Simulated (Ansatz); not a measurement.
**CH8OSi3: one species, many methods**

Aim: compute CH8OSi3 with functionals from several rungs and with coupled cluster, and see how far each lands from CCSD(T) at the basis-set limit for the atomisation energy.

Computed with Ansatz 0.2.0, Gaussian basis. Level: functionals in def2-TZVPP, the program's frozen cores in correlated methods.

Levels to be run: PBE-D4, r2SCAN-D4, PBE0-D4, B3LYP-D4, ωB97X-V, ωB97M-V, B2PLYP; CCSD(T)/def2-TZVPP; MP2/def2-QZVPP; extrapolation to the limit.

## Step 1: The geometry

An earlier PBE0-D4 in a triple-zeta def2 set relaxation fixed the geometry.

SMILES `OC[SiH]1[SiH2][SiH2]1`, 13 atoms, charge 0, spin multiplicity 1.

Atoms are counted from 1 here; the program's logs count them from 0.

Bond lengths: O1–C2 1.416 Å, O1–H6 0.961 Å, C2–Si3 1.892 Å, C2–H7 1.099 Å, C2–H8 1.099 Å, Si3–Si4 2.331 Å, Si3–Si5 2.325 Å, Si3–H9 1.485 Å, Si4–Si5 2.334 Å, Si4–H10 1.484 Å, Si4–H11 1.486 Å, Si5–H12 1.484 Å, Si5–H13 1.485 Å. Angles: C2–O1–H6 108.7°, O1–C2–Si3 109.3°, O1–C2–H7 111.9°, O1–C2–H8 112.2°, Si3–C2–H7 108.0°, Si3–C2–H8 108.2°, H7–C2–H8 107.1°, C2–Si3–Si4 117.1°, C2–Si3–Si5 119.3°, C2–Si3–H9 114.2°, Si4–Si3–Si5 60.2°, Si4–Si3–H9 117.8°, Si5–Si3–H9 118.0°, Si3–Si4–Si5 59.8°, Si3–Si4–H10 119.9°, Si3–Si4–H11 118.1°, Si5–Si4–H10 119.6°, Si5–Si4–H11 117.5° and more.

## Step 2: PBE-D4 (GGA)

The input, in.yaml:

```yaml
crystal:
  periodic: [false, false, false]
  atoms:
    - {symbol: O, position_ang: [-1.912131, -0.076730, 1.880466]}
    - {symbol: C, position_ang: [-1.363095, -0.773961, 0.777601]}
    - {symbol: Si, position_ang: [0.457480, -0.299267, 0.581922]}
    - {symbol: Si, position_ang: [1.356274, -0.393889, -1.566939]}
    - {symbol: Si, position_ang: [1.005936, 1.667083, -0.529891]}
    - {symbol: H, position_ang: [-2.824872, -0.353784, 1.995708]}
    - {symbol: H, position_ang: [-1.417934, -1.863500, 0.911944]}
    - {symbol: H, position_ang: [-1.881585, -0.537440, -0.162040]}
    - {symbol: H, position_ang: [1.321465, -0.724302, 1.712542]}
    - {symbol: H, position_ang: [2.741493, -0.887774, -1.767222]}
    - {symbol: H, position_ang: [0.452202, -0.761388, -2.687150]}
    - {symbol: H, position_ang: [2.182501, 2.454695, -0.085393]}
    - {symbol: H, position_ang: [-0.097432, 2.515358, -1.046648]}
basis:
  gaussian: {orbitals: def2-TZVPP}
hamiltonian: {xc: pbe, dispersion: d4}
output: {forces: true, orbitals: {seedname: orbitals}}
```

On the command line:

```sh
$ ansatz run in.yaml --threads 4 --pin off --events-out ev --progress --plain --max-ram 10444MiB
```

Further steps of the session: r2SCAN-D4 (meta-GGA); PBE0-D4 (hybrid); B3LYP-D4 (hybrid); ωB97X-V (range-separated); ωB97M-V (range-separated); B2PLYP (double hybrid); CCSD(T) in def2-TZVPP; MP2 in def2-QZVPP.

Q: Predict the results of all the runs planned. Wanted: atomisation energy, CCSD(T)/CBS; farthest; mean size of error, hybrid; mean size of error, range-separated; gap, smallest and largest; T1 diagnostic; triples share of the correlation energy.

As calculated:

| quantity | value |
| --- | --- |
| atomisation energy, CCSD(T)/CBS | 4163.9 kJ/mol |
| functionals within 20.8 kJ/mol (0.5 %) | r2SCAN-D4, PBE0-D4, B3LYP-D4, ωB97M-V |
| farthest | B2PLYP (-79.5 kJ/mol) |
| mean size of error, hybrid | 18.1 kJ/mol |
| mean size of error, range-separated | 17.9 kJ/mol |
| gap, smallest and largest | 3.86 eV (PBE-D4), 9.92 eV (ωB97X-V) |
| T1 diagnostic | 0.0135 |
| triples share of the correlation energy | 4.0 % |

What this shows: PBE-D4 is off by +31.7 kJ/mol. Double hybrids carry the basis error of their MP2 part in triple zeta, and no dispersion term here, so their miss is partly the set-up's. The reference freezes the cores and leaves out relativity and excitations past (T), so misses under about 20.8 kJ/mol can't be ranked. Hartree-Fock recovers 72 % of the binding; the rest is correlation. Orbital gaps span 3.9 to 9.9 eV; exact exchange widens them.
